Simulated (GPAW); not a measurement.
Ta4NiO11:

```
Ta Ni O
1.0
     1.95495  -14.82973    0.00000
     1.95495   14.82973    0.00000
     0.00000    0.00000    3.88590
Ta Ni O
4 1 11
Cartesian
  1.9549 8.7682 0.0000
  1.9549 -12.5907 0.0000
  1.9549 12.5907 0.0000
  1.9549 -8.7682 0.0000
  1.9549 0.0000 0.0000
  1.9549 10.6813 0.0000
  1.9549 -6.5568 0.0000
  1.9549 1.8849 0.0000
  1.9549 -1.8849 0.0000
  0.0000 0.0000 0.0000
  1.9549 -10.6813 0.0000
  1.9549 6.5568 0.0000
  1.9549 -12.6913 1.9429
  1.9549 12.6913 1.9429
  1.9549 -8.7306 1.9429
  1.9549 8.7306 1.9429
```

The cell was built by a generator and needn't be a form met in nature.

Base run:

| Item | Value |
| --- | --- |
| Program | GPAW 26.7.0 |
| Functional | PBE |
| Potentials or basis | GPAW PAW data sets (gpaw-data 1.2.1) |
| Cutoff | 800 eV |
| Basis | pw |
| k mesh | 7 × 7 × 7 |
| Occupations | fermi-dirac, width 0.05 eV |
| Spin | collinear spin, ferromagnetic start |
| Starting moments | [0.0, 0.0, 0.0, 0.0, 1.0, 0.0, 0.0, 0.0, 0.0, 0.0, 0.0, 0.0, 0.0, 0.0, 0.0, 0.0] μB |

Its results: pressure 1.3 GPa; net moment 0.85 μB per cell; site moments Ta -0.00; Ni +0.72; O -0.00, +0.01, +0.07, +0.00 μB; largest force 0.230 eV/Å.

Problem. The run is repeated on the same cell with these changes: functional from PBE to r2SCAN; k mesh from 7 × 7 × 7 to 5 × 5 × 5. What comes out?

Solution. Pressure -4.6 GPa; net moment 0.40 μB per cell; site moments Ta +0.00; Ni +0.37; O +0.00, -0.00, +0.02 μB; largest force 0.069 eV/Å.

Several settings changed at once, so the effect can't be laid on one alone.

Caveats: the stock nickel data set gives pressures a few GPa off other programs; a cell with one magnetic atom can't hold antiferromagnetic order, which such compounds often take; the PAW data sets were made with another functional, which shifts forces and pressure a little (some runs).

Not every run made on this cell is shown here.
